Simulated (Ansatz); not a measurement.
# Si2NH7 (SMILES [SiH3]N[SiH3]): RPA@PBE0/6-31G(d) (spherical functions)

What is the electronic atomisation energy of Si2NH7 at RPA@PBE0/6-31G* (spherical functions)? 

The results are computed with Ansatz 0.2.0.

52 further runs of the same task are left out: 52 set aside as unsound or not needed.

**1. The molecule**

Si2NH7: 10 atoms, total charge 0, spin state singlet. SMILES: `[SiH3]N[SiH3]`. Geometry: relaxed at PBE0-D4/def2-TZVP.

Bond lengths: Si1–N2 1.726 Å, N2–Si3 1.726 Å, Si1–H4 1.484 Å, Si1–H5 1.490 Å, Si1–H6 1.488 Å, N2–H7 1.011 Å, Si3–H8 1.484 Å, Si3–H9 1.488 Å, Si3–H10 1.490 Å. Some angles: Si1–N2–Si3 128.9°, Si1–N2–H7 115.5°, Si3–N2–H7 115.5°, N2–Si1–H4 107.4°, N2–Si1–H5 112.6°, N2–Si1–H6 110.9°, N2–Si3–H8 107.4°, N2–Si3–H9 110.9°, N2–Si3–H10 112.6°, H4–Si1–H5 109.0°.

**2. A single-point energy at RPA@PBE0/6-31G(d) (spherical functions)**

Contents of molecule.yaml:

```yaml
crystal:
  periodic: [false, false, false]
  atoms:
    - {symbol: Si, position_ang: [-1.042800, 0.758390, -0.879990]}
    - {symbol: N, position_ang: [0.119990, 0.500410, 0.368670]}
    - {symbol: Si, position_ang: [0.995830, -0.935260, 0.755390]}
    - {symbol: H, position_ang: [-1.373610, -0.567260, -1.458240]}
    - {symbol: H, position_ang: [-0.532280, 1.645360, -1.962590]}
    - {symbol: H, position_ang: [-2.274280, 1.393560, -0.336440]}
    - {symbol: H, position_ang: [0.361990, 1.317290, 0.912940]}
    - {symbol: H, position_ang: [0.403090, -2.042290, -0.034740]}
    - {symbol: H, position_ang: [0.897240, -1.243020, 2.208320]}
    - {symbol: H, position_ang: [2.444830, -0.827180, 0.426680]}
basis:
  gaussian:
    orbitals: 6-31G_st_-spherical.json
hamiltonian:
  xc: pbe0
correlation:
  method: rpa
  frozen_orbitals: {H: 0, "N": 1, Si: 5}
accuracy: high
```

The basis set 6-31G* is read from a file made from the Basis Set Exchange's data (not shown).

Run with:

```
$ ansatz run molecule.yaml --threads 1 --pin off --max-ram 3480MiB --events-out events.jsonl --progress --plain --runs-dir runs
```

Log:

```text
Warning: RAYON_NUM_THREADS=1 ignored (pool sized by the plan → 1); use --threads N
Functional definition: PBE0
  name "PBE0"
  parameter a = 0.25
  parameter kappa = 0.804
  parameter beta = 0.06672455060314922
  exchange = (1 - a)*pbe_x(kappa = kappa, mu = beta*pi^2/3) + a*exact_x
  correlation = pbe_c(beta = beta)
1509 factors; integrals over basis functions are off by at most 3.5e-9 eV
mean field evaluation 1: about -17345.2108 eV, gradient 4.9e1 eV
mean field evaluation 2: about -17345.4535 eV, gradient 4.9e1 eV
mean field evaluation 4: about -17350.1788 eV, gradient 4.9e0 eV
mean field evaluation 8: about -17350.2527 eV, gradient 1.4e-1 eV
mean field evaluation 16: about -17350.2528 eV, gradient 1.6e-6 eV
mean field -17350.25278065 eV, -637.6100292650 hartree, gradient 2.0e-8 eV, S^2 0.000000; 0 other end points of the search recorded, 0 dependent functions left out
11 core orbitals not correlated: weight in the atoms' cores, before any rotation towards them, 1.000 or more for the frozen orbitals, at most 0.000 for the correlated occupied ones
reference -17316.44214139 eV, -636.3675111900 hartree; 10, 10 occupied and 43, 43 virtual orbitals, 1509 factors
Total energy: -17330.47978666 eV, -636.8833851386 hartree
```

Run time: 4.5 s. Hardware: 1 thread of Intel Xeon 6975P-C (Granite Rapids), shared host; peak memory 0.21 GiB.

**3. The H atom, same level**

Contents of molecule.yaml:

```yaml
crystal:
  periodic: [false, false, false]
  atoms:
    - symbol: H
      position_ang: [0.000000, 0.000000, 0.000000]
basis:
  gaussian: {orbitals: "6-31G*"}
magnetization: {spin_polarized: true, initial_magnetization: 1}
hamiltonian: {xc: pbe0}
correlation: {method: rpa, frozen_orbitals: {H: 0}}
accuracy: high
```

Run with:

```
$ ansatz run molecule.yaml --threads 1 --pin off --max-ram 3480MiB --events-out events.jsonl --progress --plain --runs-dir runs
```

Log:

```text
Warning: RAYON_NUM_THREADS=1 ignored (pool sized by the plan → 1); use --threads N
Functional definition: PBE0
  name "PBE0"
  parameter a = 0.25
  parameter kappa = 0.804
  parameter beta = 0.06672455060314922
  exchange = (1 - a)*pbe_x(kappa = kappa, mu = beta*pi^2/3) + a*exact_x
  correlation = pbe_c(beta = beta)
3 factors; integrals over basis functions are off by at most 5.4e-10 eV
mean field evaluation 1: about -13.5805 eV, gradient 4.1e-1 eV
mean field evaluation 2: about -13.5800 eV, gradient 4.0e-1 eV
mean field evaluation 4: about -13.5815 eV, gradient 1.0e-5 eV
mean field evaluation 8: about -13.5815 eV, gradient 5.5e-9 eV
mean field -13.58145828 eV, -0.4991093860 hartree, gradient 2.6e-8 eV, S^2 0.750000; 0 other end points of the search recorded, 0 dependent functions left out
reference -13.55751381 eV, -0.4982294428 hartree; 1, 0 occupied and 1, 2 virtual orbitals, 3 factors
Total energy: -13.69548493 eV, -0.5032997880 hartree
```

Wall time 0.06 s (1 thread of Intel Xeon 6975P-C (Granite Rapids), shared host).

**4. The N atom at the same level**

Contents of job.yaml:

```yaml
crystal:
  periodic: [false, false, false]
  atoms:
    - {symbol: N, position_ang: [0.000000, 0.000000, 0.000000]}
basis:
  gaussian: {orbitals: 6-31G_st_-spherical.json}
total_charge: 0
magnetization: {spin_polarized: true, initial_magnetization: 3}
hamiltonian: {xc: {name: PBE0}}
correlation: {method: rpa, frozen_orbitals: {"N": 1}}
accuracy: high
```

The basis set 6-31G* is read from a file made from the Basis Set Exchange's data (not shown).

Run with:

```
$ ansatz run job.yaml --threads 1 --pin off --max-ram 3480MiB --events-out events.jsonl --progress --plain --runs-dir runs
```

Log:

```text
Warning: RAYON_NUM_THREADS=1 ignored (pool sized by the plan → 1); use --threads N
Functional definition: PBE0
  name "PBE0"
  parameter a = 0.25
  parameter kappa = 0.804
  parameter beta = 0.06672455060314922
  exchange = (1 - a)*pbe_x(kappa = kappa, mu = beta*pi^2/3) + a*exact_x
  correlation = pbe_c(beta = beta)
96 factors; integrals over basis functions are off by at most 1.9e-9 eV
mean field evaluation 1: about -1483.6017 eV, gradient 4.2e0 eV
mean field evaluation 2: about -1483.6011 eV, gradient 4.2e0 eV
mean field evaluation 4: about -1483.6867 eV, gradient 9.0e-2 eV
mean field evaluation 8: about -1483.6867 eV, gradient 8.5e-6 eV
mean field -1483.68667540 eV, -54.5244796419 hartree, gradient 8.8e-9 eV, S^2 3.751796; 0 other end points of the search recorded, 0 dependent functions left out
1 core orbitals not correlated: weight in the atoms' cores, before any rotation towards them, 1.000 or more for the frozen orbitals, at most 0.000 for the correlated occupied ones
reference -1479.87069014 eV, -54.3842447703 hartree; 4, 1 occupied and 9, 12 virtual orbitals, 96 factors
Total energy: -1483.36225396 eV, -54.5125573741 hartree
```

Wall time 0.16 s (1 thread of Intel Xeon 6975P-C (Granite Rapids), shared host).

**5. The Si atom**

Contents of job.yaml:

```yaml
crystal:
  periodic: [false, false, false]
  atoms:
    - {symbol: Si, position_ang: [0.000000, 0.000000, 0.000000]}
basis:
  gaussian:
    orbitals: 6-31G_st_-spherical.json
accuracy: high
hamiltonian:
  xc: {name: PBE0}
correlation:
  method: rpa
  frozen_orbitals: {Si: 5}
magnetization:
  spin_polarized: true
  initial_magnetization: 2
```

The basis set 6-31G* is read from a file made from the Basis Set Exchange's data (not shown).

Run the same way, it converges to -288.91466 Eh (log not shown).

**6. Results**

Level: RPA@PBE0/6-31G* (spherical functions), 11 core orbitals frozen.

| quantity | value |
| --- | --- |
| molecule: total energy | -636.88339 Eh |
| molecule: RPA correlation energy (valence) | -515.9 mEh |
| H atom: total energy | -0.50330 Eh |
| H atom: RPA correlation energy | -5.1 mEh |
| H atom: ⟨S²⟩ of the reference determinant | 0.750 |
| N atom: total energy | -54.51256 Eh |
| N atom: RPA correlation energy (valence) | -128.3 mEh |
| N atom: ⟨S²⟩ of the reference determinant | 3.752 |
| Si atom: total energy | -288.91466 Eh |
| Si atom: RPA correlation energy (valence) | -85.7 mEh |
| Si atom: ⟨S²⟩ of the reference determinant | 2.002 |
| electronic atomisation energy | 27.712 eV |

Taking the molecule apart into free atoms costs 27.71 eV (2674 kJ/mol), before zero-point energy and without spin-orbit coupling.
